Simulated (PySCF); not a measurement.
# A diatomic session: AlBi+

One table from this session's results is given with a row withheld; the runs are named, their logs left out.

Program: PySCF 2.14.0. Level of theory: Al def2-SVPD, Bi def2-SVPD with ECP60, scalar-relativistic core potentials. These are calculated values, not measurements.

The first run:

Settings of the job:

```
atoms                         : Al, Bi
charge                        : 1
basis                         : Al def2-SVPD, Bi def2-SVPD with ECP60
Hamiltonian                   : scalar-relativistic core potentials
basis functions               : 56
electrons treated             : 35
masses in u                   : 26.9815, 208.9804
levels                        : PBE0, PBE, r²SCAN, LDA, B97-3, r²SCANh, HF, MP2, SCS-MP2, CCSD, CCSD(T)
grid                          : 80 radial by 434 angular points
occupations                   : held fixed by the projection of orbital angular momentum
dissociation limit            : Al+ + Bi, each in its ground configuration
starting distance in angstrom : 2.755
values of 2S to try           : 1, 3
```

Started as:

```bash
$ OMP_NUM_THREADS=1 python dia.py task.json out
```

Steps of the session up to this table: Input; The PBE0 curve of the state that the search chose; Other states along the same grid; PBE; r²SCAN (meta-GGA); LDA (local density); B97-3 (global hybrid GGA); r²SCANh (hybrid meta-GGA); ROHF; MP2 and coupled cluster.

One of the session's tables, all rows but one given; the rest of the session is left out.

It belongs to the step «Constants by level of theory». 

```
       level  Re (Å)  ωe (cm⁻¹)  De (eV)
        ROHF   3.379       81.5    0.317
ROHF-SCS-MP2   3.056      110.9    0.496
   ROHF-CCSD   3.058      125.4     0.54
ROHF-CCSD(T)   3.018      134.2     0.59
         LDA   2.804      204.0     1.34
         PBE   2.877      181.9     1.14
      r²SCAN       ?          ?        ?
     r²SCANh   2.863      183.6     1.04
        PBE0   2.879      176.6     1.00
       B97-3   2.913      167.6     0.94
```

Estimate the missing values for r²SCAN.

**Answer.** Re (Å): 2.859; ωe (cm⁻¹): 186.2; De (eV): 1.09. In the column «Re (Å)» it lies between LDA (2.804) and r²SCANh (2.863).

De is counted to Al+ + Bi in their ground configurations.
